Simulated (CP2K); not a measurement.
# A workflow on BNH4O2 (SMILES NB(O)O)

We compute a structure relaxation (singlet BNH4O2, GFN2-xTB), then energy and forces (triplet BNH4O2, GFN2-xTB), then a structure relaxation (triplet BNH4O2, GFN2-xTB), then energy and forces (singlet BNH4O2, GFN2-xTB) of BH4NO2. 

Program for the calculation: CP2K 2026.2.

3 further runs of the same task are left out: 1 that didn't finish, 2 set aside as unsound or not needed.

## Step 1: The system as given

BNH4O2: 8 atoms, total charge 0, spin state singlet. SMILES: `NB(O)O`. The coordinates come from a GFN2-xTB relaxation. This is one conformer, not always the lowest. The run starts from this shape.

Bond lengths: N1–B2 1.408 Å, B2–O3 1.362 Å, B2–O4 1.373 Å, N1–H5 1.002 Å, N1–H6 1.002 Å, O3–H7 0.957 Å, O4–H8 0.955 Å. Angles: N1–B2–O3 118.4°, N1–B2–O4 122.8°, O3–B2–O4 118.8°, B2–N1–H5 125.0°, B2–N1–H6 121.1°, B2–O3–H7 112.1°, B2–O4–H8 115.0°, H5–N1–H6 113.9°.

## Step 2: A structure relaxation at GFN2-xTB (run 1)

Contents of molecule.pdb:

```
HETATM    1 N    MOL A   1      -0.657   0.944   0.048  1.00  0.00           N
HETATM    2 B    MOL A   1       0.238  -0.139  -0.044  1.00  0.00           B
HETATM    3 O    MOL A   1       1.521   0.111  -0.428  1.00  0.00           O
HETATM    4 O    MOL A   1      -0.127  -1.432   0.238  1.00  0.00           O
HETATM    5 H    MOL A   1      -1.623   0.871   0.305  1.00  0.00           H
HETATM    6 H    MOL A   1      -0.364   1.878  -0.167  1.00  0.00           H
HETATM    7 H    MOL A   1       2.050  -0.686  -0.454  1.00  0.00           H
HETATM    8 H    MOL A   1      -1.037  -1.546   0.503  1.00  0.00           H
END
```

Contents of qs.inp:

```
&GLOBAL
    PROJECT_NAME qs
    RUN_TYPE GEO_OPT
    PRINT_LEVEL LOW
&END
&MOTION
    &GEO_OPT
        OPTIMIZER BFGS
        MAX_ITER 100
        MAX_FORCE 4.5E-04
        RMS_FORCE 3.0E-04
    &END
    &PRINT
        &TRAJECTORY
            &EACH
                GEO_OPT 1
            &END
        &END
        &FORCES ON
            &EACH
                GEO_OPT 1
            &END
        &END
        &RESTART OFF
        &END
        &RESTART_HISTORY OFF
        &END
    &END
&END
&FORCE_EVAL
    METHOD QS
    &DFT
        CHARGE 0
        MULTIPLICITY 1
        &QS
            METHOD XTB
            EPS_DEFAULT 1.0E-10
            &XTB
                GFN_TYPE TBLITE
                &TBLITE
                    METHOD GFN2
                &END
                CHECK_ATOMIC_CHARGES F
            &END
        &END
        &POISSON
            PERIODIC NONE
            POISSON_SOLVER ANALYTIC
        &END
        &SCF
            SCF_GUESS ATOMIC
            EPS_SCF 1.0E-06
            MAX_SCF 150
            ADDED_MOS 4
            &DIAGONALIZATION
                ALGORITHM STANDARD
            &END
            &MIXING
                METHOD DIRECT_P_MIXING
                ALPHA 0.4
            &END
        &END
        &PRINT
            &MOMENTS
                PERIODIC F
                REFERENCE COM
                MAX_MOMENT 1
            &END
            &MULLIKEN OFF
            &END
            &HIRSHFELD OFF
            &END
        &END
    &END
    &SUBSYS
        &CELL
            ABC [angstrom] 15.7 15.4 13
            PERIODIC NONE
        &END
        &TOPOLOGY
            COORD_FILE_NAME molecule.pdb
            COORD_FILE_FORMAT PDB
            CONN_FILE_FORMAT OFF
            &CENTER_COORDINATES
            &END
        &END
    &END
&END
```

Command:

```bash
OMP_NUM_THREADS=1 cp2k.psmp -i qs.inp -o qs.out
```

The log of the run:

```text
CP2K| version string:                                       CP2K version 2026.2
[...]
 GLOBAL| Method name                                                        CP2K
[...]
 GLOBAL| Run type                                                        GEO_OPT
[...]
                             - Atoms:                                          8
[...]
                             - Spherical basis functions:                     20
[...]
 Number of electrons:                                                         24
[...]
  *** SCF run converged in    13 steps ***
[...]
 ENERGY| Total FORCE_EVAL ( QS ) energy [hartree]            -14.430534036696617
[...]
 OPT| Step number                                                              0
[...]
 OPT| Total energy [hartree]                                      -14.4305340367
[...]
 OPT| Step number                                                              1
[...]
 OPT| Total energy [hartree]                                      -14.4305350011
[...]
 ***                    GEOMETRY OPTIMIZATION COMPLETED                      ***
[...]
  *** SCF run converged in     1 steps ***
[...]
  Fermi energy:                                                -0.13389867594079
[...]
 TB_DIPOLE| Moment [Debye]         -1.42171571       0.14887379       0.35926369
 TB_DIPOLE| Derivative [a.u.]       0.00000000       0.00000000       0.00000000
 ENERGY| Total FORCE_EVAL ( QS ) energy [hartree]            -14.430535001100044
[...]
```

It took 1 s on 1 thread of Intel Xeon Platinum 8488C (Sapphire Rapids), shared host; peak memory 0.19 GiB.

## Step 3: The triplet: energy and gradient at GFN2-xTB (run 2)

Contents of molecule.pdb:

```
HETATM    1 N    MOL A   1       6.980   8.478   6.523  1.00  0.00           N
HETATM    2 B    MOL A   1       7.874   7.395   6.431  1.00  0.00           B
HETATM    3 O    MOL A   1       9.158   7.645   6.048  1.00  0.00           O
HETATM    4 O    MOL A   1       7.509   6.102   6.714  1.00  0.00           O
HETATM    5 H    MOL A   1       6.014   8.405   6.781  1.00  0.00           H
HETATM    6 H    MOL A   1       7.272   9.412   6.308  1.00  0.00           H
HETATM    7 H    MOL A   1       9.686   6.848   6.021  1.00  0.00           H
HETATM    8 H    MOL A   1       6.600   5.988   6.978  1.00  0.00           H
END
```

Contents of mol.inp:

```
&FORCE_EVAL
    METHOD QUICKSTEP
    &DFT
        MULTIPLICITY 3
        LSD T
        &QS
            METHOD XTB
            EPS_DEFAULT 1.0E-10
            &XTB
                GFN_TYPE TBLITE
                &TBLITE
                    METHOD GFN2
                &END TBLITE
                CHECK_ATOMIC_CHARGES F
            &END XTB
        &END QS
        &POISSON
            PERIODIC NONE
            POISSON_SOLVER ANALYTIC
        &END POISSON
        &SCF
            SCF_GUESS ATOMIC
            EPS_SCF 1.0E-06
            MAX_SCF 150
            ADDED_MOS 4
            &DIAGONALIZATION
                ALGORITHM STANDARD
            &END DIAGONALIZATION
            &MIXING
                METHOD DIRECT_P_MIXING
                ALPHA 0.4
            &END MIXING
            &SMEAR ON
                METHOD FERMI_DIRAC
                ELECTRONIC_TEMPERATURE [K] 300
            &END SMEAR
        &END SCF
        &PRINT
            &MOMENTS
                PERIODIC F
                REFERENCE COM
                MAX_MOMENT 1
            &END MOMENTS
            &MO ON
                ENERGIES T
                OCCUPATION_NUMBERS T
                NDIGITS 6
                &EACH
                    QS_SCF 0
                &END EACH
                ADD_LAST NUMERIC
            &END MO
            &HIRSHFELD OFF
            &END HIRSHFELD
        &END PRINT
    &END DFT
    &SUBSYS
        &CELL
            ABC 15.7 15.4 13
            PERIODIC NONE
        &END CELL
        &TOPOLOGY
            COORD_FILE_NAME molecule.pdb
            COORD_FILE_FORMAT PDB
            CONN_FILE_FORMAT OFF
            &CENTER_COORDINATES
            &END CENTER_COORDINATES
        &END TOPOLOGY
    &END SUBSYS
    &PRINT
        &FORCES ON
        &END FORCES
    &END PRINT
&END FORCE_EVAL

&GLOBAL
    PROJECT_NAME mol
    RUN_TYPE ENERGY_FORCE
    PRINT_LEVEL MEDIUM
&END GLOBAL
```

Command:

```bash
OMP_NUM_THREADS=1 cp2k.psmp -i mol.inp > mol.out 2>&1
```

The log of the run:

```text
CP2K| version string:                                       CP2K version 2026.2
[...]
 GLOBAL| Method name                                                        CP2K
[...]
 GLOBAL| Run type                                                   ENERGY_FORCE
[...]
                             - Atoms:                                          8
[...]
                             - Spherical basis functions:                     20
[...]
 Number of electrons:                                                         13
[...]
  *** SCF run converged in    15 steps ***
[...]
  Fermi energy:                                                -0.13401059579582
[...]
 TB_DIPOLE| Moment [Debye]         -1.42762444       0.15209390       0.35634955
 TB_DIPOLE| Derivative [a.u.]       0.00000000       0.00000000       0.00000000
[...]
 ENERGY| Total FORCE_EVAL ( QS ) energy [hartree]            -14.430533119251956
 FORCES| Atomic forces [hartree/bohr]
 FORCES|   Atom     x               y               z               |f|
 FORCES|      1 -4.79240668E-04  2.43277296E-04 -7.04922134E-05   5.42055913E-04
 FORCES|      2  6.74722840E-04 -4.96255226E-04  3.01133829E-05   8.38109167E-04
 FORCES|      3 -3.23012729E-04 -3.19649840E-04  1.52247235E-04   4.79262416E-04
 FORCES|      4  9.42600342E-04  4.39004764E-04 -3.88744876E-04   1.11010953E-03
 FORCES|      5  1.73272869E-05 -2.93193295E-05  8.63423689E-05   9.28162843E-05
 FORCES|      6  1.02631362E-04  1.43805291E-04 -4.95781886E-05   1.83497016E-04
 FORCES|      7 -7.46902837E-05  1.62630807E-04 -2.07079364E-05   1.80156145E-04
 FORCES|      8 -8.60338150E-04 -1.43493763E-04  2.60820228E-04   9.10384195E-04
 FORCES| Sum    -1.01915004E-17 -1.76887584E-16 -3.36102673E-18
 FORCES| Total atomic force                                       1.77212812E-16
[...]
```

It took 1 s on 1 thread of Intel Xeon Platinum 8488C (Sapphire Rapids), shared host; peak memory 0.19 GiB.

## Step 4: The triplet: a geometry optimisation at GFN2-xTB (run 3)

molecule.pdb is that of step 3.

Contents of job.inp:

```
&GLOBAL
   PROJECT job
   RUN_TYPE GEO_OPT
   PRINT_LEVEL LOW
&END GLOBAL

# ionic moves
&MOTION
   &GEO_OPT
      OPTIMIZER BFGS
      MAX_ITER 100
      MAX_FORCE 4.5E-04
      RMS_FORCE 3.0E-04
   &END GEO_OPT
   # extra output
   &PRINT
      &TRAJECTORY
         &EACH
            GEO_OPT 1
         &END EACH
      &END TRAJECTORY
      &FORCES ON
         &EACH
            GEO_OPT 1
         &END EACH
      &END FORCES
      &RESTART OFF
      &END RESTART
      &RESTART_HISTORY OFF
      &END RESTART_HISTORY
   &END PRINT
&END MOTION

&FORCE_EVAL
   METHOD QS
   &DFT
      MULTIPLICITY 3
      UNRESTRICTED_KOHN_SHAM T
      # Quickstep
      &QS
         METHOD XTB
         EPS_DEFAULT 1.0E-10
         &XTB
            GFN_TYPE TBLITE
            &TBLITE
               METHOD GFN2
            &END TBLITE
            CHECK_ATOMIC_CHARGES F
         &END XTB
      &END QS
      &POISSON
         PERIODIC NONE
         POISSON_SOLVER ANALYTIC
      &END POISSON
      &SCF
         SCF_GUESS ATOMIC
         EPS_SCF 1.0E-06
         MAX_SCF 150
         ADDED_MOS 4
         &DIAGONALIZATION
            ALGORITHM STANDARD
         &END DIAGONALIZATION
         &MIXING
            METHOD DIRECT_P_MIXING
            ALPHA 0.4
         &END MIXING
         &SMEAR ON
            METHOD FERMI_DIRAC
            ELECTRONIC_TEMPERATURE [K] 300
         &END SMEAR
      &END SCF
      &PRINT
         &MOMENTS
            PERIODIC F
            REFERENCE COM
            MAX_MOMENT 1
         &END MOMENTS
         &MULLIKEN OFF
         &END MULLIKEN
         &HIRSHFELD OFF
         &END HIRSHFELD
      &END PRINT
   &END DFT
   &SUBSYS
      &CELL
         ABC 15.7 15.4 13
         PERIODIC NONE
      &END CELL
      &TOPOLOGY
         COORD_FILE_NAME molecule.pdb
         COORD_FILE_FORMAT PDB
         CONN_FILE_FORMAT OFF
         &CENTER_COORDINATES
         &END CENTER_COORDINATES
      &END TOPOLOGY
   &END SUBSYS
&END FORCE_EVAL
```

Command:

```bash
OMP_NUM_THREADS=1 cp2k.psmp -i job.inp > job.out 2>&1
```

The log of the run:

```text
CP2K| version string:                                       CP2K version 2026.2
[...]
 GLOBAL| Method name                                                        CP2K
[...]
 GLOBAL| Run type                                                        GEO_OPT
[...]
                             - Atoms:                                          8
[...]
                             - Spherical basis functions:                     20
[...]
 Number of electrons:                                                         13
[...]
  *** SCF run converged in    15 steps ***
[...]
 ENERGY| Total FORCE_EVAL ( QS ) energy [hartree]            -14.430533119251956
[...]
 OPT| Step number                                                              0
[...]
 OPT| Total energy [hartree]                                      -14.4305331193
[...]
 OPT| Step number                                                              1
[...]
 OPT| Total energy [hartree]                                      -14.4305350018
[...]
 ***                    GEOMETRY OPTIMIZATION COMPLETED                      ***
[...]
  *** SCF run converged in     2 steps ***
[...]
  Fermi energy:                                                -0.13241349695740
[...]
 TB_DIPOLE| Moment [Debye]         -1.42452800       0.15050638       0.36002743
 TB_DIPOLE| Derivative [a.u.]       0.00000000       0.00000000       0.00000000
 ENERGY| Total FORCE_EVAL ( QS ) energy [hartree]            -14.430535001847192
[...]
```

It took 1.1 s on 1 thread of Intel Xeon Platinum 8488C (Sapphire Rapids), shared host; peak memory 0.19 GiB.

## Step 5: Energy and forces at GFN2-xTB (run 4)

Contents of molecule.pdb:

```
HETATM    1 N    MOL A   1       6.979   8.478   6.523  1.00  0.00           N
HETATM    2 B    MOL A   1       7.874   7.395   6.432  1.00  0.00           B
HETATM    3 O    MOL A   1       9.158   7.645   6.049  1.00  0.00           O
HETATM    4 O    MOL A   1       7.509   6.102   6.714  1.00  0.00           O
HETATM    5 H    MOL A   1       6.014   8.405   6.782  1.00  0.00           H
HETATM    6 H    MOL A   1       7.272   9.412   6.308  1.00  0.00           H
HETATM    7 H    MOL A   1       9.686   6.848   6.021  1.00  0.00           H
HETATM    8 H    MOL A   1       6.600   5.988   6.979  1.00  0.00           H
END
```

Contents of molecule.inp:

```
&GLOBAL
    PROJECT molecule
    RUN_TYPE ENERGY_FORCE
    PRINT_LEVEL MEDIUM
&END GLOBAL

&FORCE_EVAL
    METHOD QS
    &DFT
        CHARGE 0
        MULTIPLICITY 1
        &QS
            METHOD XTB
            EPS_DEFAULT 1.0E-10
            &XTB
                GFN_TYPE TBLITE
                &TBLITE
                    METHOD GFN2
                &END TBLITE
                CHECK_ATOMIC_CHARGES F
            &END XTB
        &END QS
        &POISSON
            PERIODIC NONE
            POISSON_SOLVER ANALYTIC
        &END POISSON
        &SCF
            SCF_GUESS ATOMIC
            EPS_SCF 1.0E-06
            MAX_SCF 150
            ADDED_MOS 4
            &DIAGONALIZATION
                ALGORITHM STANDARD
            &END DIAGONALIZATION
            &MIXING
                METHOD DIRECT_P_MIXING
                ALPHA 0.4
            &END MIXING
        &END SCF
        &PRINT
            &MOMENTS
                PERIODIC F
                REFERENCE COM
                MAX_MOMENT 1
            &END MOMENTS
            &MO ON
                ENERGIES T
                OCCUPATION_NUMBERS T
                NDIGITS 6
                &EACH
                    QS_SCF 0
                &END EACH
                ADD_LAST NUMERIC
            &END MO
            &HIRSHFELD OFF
            &END HIRSHFELD
        &END PRINT
    &END DFT
    &SUBSYS
        &CELL
            ABC [angstrom] 15.7 15.4 13
            PERIODIC NONE
        &END CELL
        &TOPOLOGY
            COORD_FILE_NAME molecule.pdb
            COORD_FILE_FORMAT PDB
            CONN_FILE_FORMAT OFF
            &CENTER_COORDINATES
            &END CENTER_COORDINATES
        &END TOPOLOGY
    &END SUBSYS
    &PRINT
        &FORCES ON
        &END FORCES
    &END PRINT
&END FORCE_EVAL
```

Command:

```bash
OMP_NUM_THREADS=1 cp2k.psmp molecule.inp > molecule.out
```

The log of the run:

```text
CP2K| version string:                                       CP2K version 2026.2
[...]
 GLOBAL| Method name                                                        CP2K
[...]
 GLOBAL| Run type                                                   ENERGY_FORCE
[...]
                             - Atoms:                                          8
[...]
                             - Spherical basis functions:                     20
[...]
 Number of electrons:                                                         24
[...]
  *** SCF run converged in    13 steps ***
[...]
  Fermi energy:                                                -0.13407620113015
[...]
 TB_DIPOLE| Moment [Debye]         -1.42567736       0.14992254       0.35868680
 TB_DIPOLE| Derivative [a.u.]       0.00000000       0.00000000       0.00000000
[...]
 ENERGY| Total FORCE_EVAL ( QS ) energy [hartree]            -14.430534022354133
 FORCES| Atomic forces [hartree/bohr]
 FORCES|   Atom     x               y               z               |f|
 FORCES|      1  5.28205000E-04  1.96287674E-04 -2.75432145E-04   6.27209885E-04
 FORCES|      2  4.47024265E-04 -2.12674029E-04 -7.26661172E-05   5.00341184E-04
 FORCES|      3 -3.37686263E-04 -2.71813806E-04  1.59623889E-04   4.61946472E-04
 FORCES|      4  6.72341358E-04  3.25145807E-04 -2.26880827E-04   7.80536743E-04
 FORCES|      5 -5.23125073E-04 -2.38363917E-05  2.16848417E-04   5.66790306E-04
 FORCES|      6 -5.11017116E-05 -6.66364979E-05  2.83697887E-05   8.86377611E-05
 FORCES|      7 -1.09916127E-04  1.79687182E-04 -1.28698457E-06   2.10643525E-04
 FORCES|      8 -6.25741449E-04 -1.26159940E-04  1.71423979E-04   6.60949977E-04
 FORCES| Sum     1.90819582E-17 -7.02291957E-17  1.61004023E-17
 FORCES| Total atomic force                                       7.45351193E-17
[...]
```

It took 1 s on 1 thread of Intel Xeon Platinum 8488C (Sapphire Rapids), shared host; peak memory 0.19 GiB.

## Step 6: Results

```
                                                  quantity                                   value
                  run 1, GFN2-xTB: total energy at the end                            -14.43054 Eh
run 1, GFN2-xTB: dipole moment (from atomic charges alone)                                  1.47 D
                             run 4, GFN2-xTB: total energy                            -14.43053 Eh
run 4, GFN2-xTB: dipole moment (from atomic charges alone)                                  1.48 D
                              run 4, GFN2-xTB: HOMO energy                               -10.58 eV
                              run 4, GFN2-xTB: LUMO energy                                -2.75 eV
                            run 4, GFN2-xTB: HOMO–LUMO gap                                 7.82 eV
                 run 4, GFN2-xTB: largest force on an atom                              0.040 eV/Å
                                            triplet, run 2  no result (the spin typed was ignored)
                                            triplet, run 3  no result (the spin typed was ignored)
```

**Reading.** The dipole (run 1, GFN2-xTB) comes from point charges on the atoms alone, without atomic dipoles, so it is partial. The optimisation (run 1, GFN2-xTB) took 1 steps and changed the energy by -0.000 eV. The dipole (run 4, GFN2-xTB) comes from point charges on the atoms alone, without atomic dipoles, so it is partial. 2 of the 4 runs ended normally but are set aside, since settings or state are in doubt.
